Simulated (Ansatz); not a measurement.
**As2Se: how settings move the results**

Aim, for As2Se: relax the cell with several choices of dispersion correction.

Computed with Ansatz 0.2.0 (DFT PBE, scalar-relativistic, plane waves, PAW for the base; runs at other levels say so in their headings and inputs, unless a step's input says otherwise).

1 further run of the same task is left out (set aside as unsound or not needed).

## (1) The starting structure

The structure is tetragonal, space group I4_1/amd (No. 141). The conventional cell has a = 7.059 Å, b = 7.059 Å, c = 5.307 Å, α = 90.00°, β = 90.00°, γ = 90.00°. As (site symmetry 2/m) has 2 Se at 2.66 Å and 4 As at 2.83 Å as nearest neighbours. Se (site symmetry -4m2) is surrounded by 4 As at 2.66 Å.

Coordinates:

```xyz
6
Lattice="-3.5294 3.5294 2.6536 3.5294 -3.5294 2.6536 3.5294 3.5294 -2.6536" Properties=species:S:1:pos:R:3 pbc="T T T"
As    0.0000    5.2941    0.6634
As    0.0000    1.7647    0.6634
As    1.7647    3.5294    1.9902
As   -1.7647    3.5294    1.9902
Se    0.0000    0.0000    2.6536
Se    3.5294    0.0000    1.3268
```

The structure comes from the Materials Project (structure only); it is used as listed.

## (2) The base run, which the others are set against

File input.yaml:

```yaml
crystal:
  lattice:
    - [-3.529418, 3.529418, 2.653571]
    - [3.529418, -3.529418, 2.653571]
    - [3.529418, 3.529418, -2.653571]
  atoms:
    - { symbol: As, position: [0.875, 0.125, 0.75] }
    - { symbol: As, position: [0.375, 0.125, 0.25] }
    - { symbol: As, position: [0.875, 0.625, 0.75] }
    - { symbol: As, position: [0.875, 0.125, 0.25] }
    - { symbol: Se, position: [0.5, 0.5, 0.0] }
    - { symbol: Se, position: [0.25, 0.75, 0.5] }
basis:
  ecutwfc: 420
kpoints:
  mp_grid: { grid: [8, 8, 8] }
hamiltonian:
  xc: pbe
scf:
  occupations: { method: gaussian, width: 0.1 }
output:
  forces: true
  stress: true
  eigenvalues: true
  populations: true
  write_density: true
  write_potential: true
  elf: true
  volumetric_format: npy
```

Its results, from an earlier run: -5060.3696 eV/atom at zero smearing, pressure -0.08 GPa, largest force 0.000 eV/Å, no gap on the mesh, in 8 SCF cycles and 37 s.

## (3) Relaxing with dispersion correction none

File input.yaml:

```yaml
crystal:
  lattice:
    - [-3.529418, 3.529418, 2.653571]
    - [3.529418, -3.529418, 2.653571]
    - [3.529418, 3.529418, -2.653571]
  atoms:
    - { symbol: As, position: [0.875, 0.125, 0.75] }
    - { symbol: As, position: [0.375, 0.125, 0.25] }
    - { symbol: As, position: [0.875, 0.625, 0.75] }
    - { symbol: As, position: [0.875, 0.125, 0.25] }
    - { symbol: Se, position: [0.5, 0.5, 0.0] }
    - { symbol: Se, position: [0.25, 0.75, 0.5] }
basis:
  ecutwfc: 420
kpoints:
  mp_grid: { grid: [8, 8, 8] }
hamiltonian:
  xc: pbe
scf:
  occupations: { method: gaussian, width: 0.1 }
output:
  forces: true
  stress: true
  eigenvalues: true
relax:
  adjacent_minimum: "off"
  f_tol: 0.01
  max_steps: 60
  cell: { stress_tol: 0.05 }
```

Started as:

```console
ansatz run input.yaml --threads 1 --pin off --max-ram 2560MiB --backend cpu --events-out ev --progress --plain --runs-dir out
```

## (4) Relaxation, dispersion correction: D3(BJ)

input.yaml, as its differences from that of step 3:

```diff
@@ -18,2 +18,3 @@
   xc: pbe
+  dispersion: d3bj
 scf:
@@ -24,2 +25,6 @@
   eigenvalues: true
+  write_density: true
+  write_potential: true
+  elf: true
+  volumetric_format: npy
 relax:
```

## (5) Relaxing with dispersion correction D3(BJ)+ATM

input.yaml, as its differences from that of step 4:

```diff
@@ -18,3 +18,3 @@
   xc: pbe
-  dispersion: d3bj
+  dispersion: d3bjatm
 scf:
@@ -25,6 +25,2 @@
   eigenvalues: true
-  write_density: true
-  write_potential: true
-  elf: true
-  volumetric_format: npy
 relax:
```

## (6) Relaxing with dispersion correction D4

input.yaml, as its differences from that of step 5:

```diff
@@ -18,3 +18,3 @@
   xc: pbe
-  dispersion: d3bjatm
+  dispersion: d4
 scf:
```

## (7) Relaxation, dispersion correction: r2SCAN, rVV10

input.yaml, as its differences from that of step 6:

```diff
@@ -13,3 +13,3 @@
 basis:
-  ecutwfc: 420
+  ecutwfc: 500
 kpoints:
@@ -17,4 +17,4 @@
 hamiltonian:
-  xc: pbe
-  dispersion: d4
+  xc: r2scan
+  dispersion: rvv10
 scf:
```

(Steps that only read results are left out.)

What results come out of these runs, taken together? Wanted: relaxed volume by dispersion correction.

The runs gave:

```
                                         quantity                                                                                                                    value
relaxed volume by dispersion correction (Å³/atom)  PBE, none: 22.05; PBE, D3(BJ): 21.07; PBE, D3(BJ)+ATM: 21.18; PBE, D4: 21.07; r2SCAN, none: 21.59; r2SCAN, rVV10: 21.31
```

In words: The relaxed volumes span 4.6 %, from PBE, D4 (smallest) to PBE, none (largest). The pair corrections change the volume by up to -4.4 %; an added attraction shrinks any cell somewhat, needed or not.
